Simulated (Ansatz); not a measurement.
# MgPbBr3: the cost of one run

Method: DFT PBE, scalar-relativistic, plane waves, PAW, in Ansatz 0.2.0.

1 further run of the same task is left out (it didn't finish).

## 1. Starting point

It takes space group Pm-3m (No. 221, cubic). Conventional cell: a = 5.148 Å, b = 5.148 Å, c = 5.148 Å, α = 90.00°, β = 90.00°, γ = 90.00°. Around Mg (site symmetry m-3m) lie 6 Br at 2.57 Å. Pb (site symmetry m-3m) has 12 Br at 3.64 Å as nearest neighbours. Br (site symmetry 4/mmm) has 2 Mg at 2.57 Å and 4 Pb at 3.64 Å as nearest neighbours.

Structure file:

```
Mg Pb Br
1.0
     5.14803    0.00000    0.00000
     0.00000    5.14803    0.00000
     0.00000    0.00000    5.14803
Mg Pb Br
1 1 3
Direct
  0.50000 0.50000 0.50000
  0.00000 0.00000 0.00000
  0.00000 0.50000 0.50000
  0.50000 0.00000 0.50000
  0.50000 0.50000 0.00000
```

Recipe of the guess: species swapped into a database cell of TbBPd3 (Pm-3m, No. 221), with Pb on the Tb sites, Mg on the B sites and Br on the Pd sites. Lengths come from tabulated atomic sizes and are only a guess.

## 2. The guess as it stands, on a coarse mesh

input.yaml reads:

```yaml
crystal:
  lattice:
    - [5.14803483, 0.0, 0.0]
    - [0.0, 5.14803483, 0.0]
    - [0.0, 0.0, 5.14803483]
  atoms:
    - { symbol: Mg, position: [0.5, 0.5, 0.5] }
    - { symbol: Pb, position: [0.0, 0.0, 0.0] }
    - { symbol: Br, position: [0.0, 0.5, 0.5] }
    - { symbol: Br, position: [0.5, 0.0, 0.5] }
    - { symbol: Br, position: [0.5, 0.5, 0.0] }
basis:
  ecutwfc: 420
kpoints:
  mp_grid: { grid: [4, 4, 4] }
hamiltonian:
  xc: pbe
scf:
  occupations: { method: gaussian, width: 0.1 }
  lower_state_search: "off"
output:
  forces: true
  stress: true
  eigenvalues: true
```

Launch:

```console
> ansatz run input.yaml --threads 1 --pin off --max-ram 2560MiB --backend cpu --events-out ev --progress --plain --runs-dir out
```

Q: Estimate wall time and peak memory on 1 thread of Intel Xeon Platinum 8488C (Sapphire Rapids), shared host.

About 2.4 s, with a peak of 0.43 GiB.
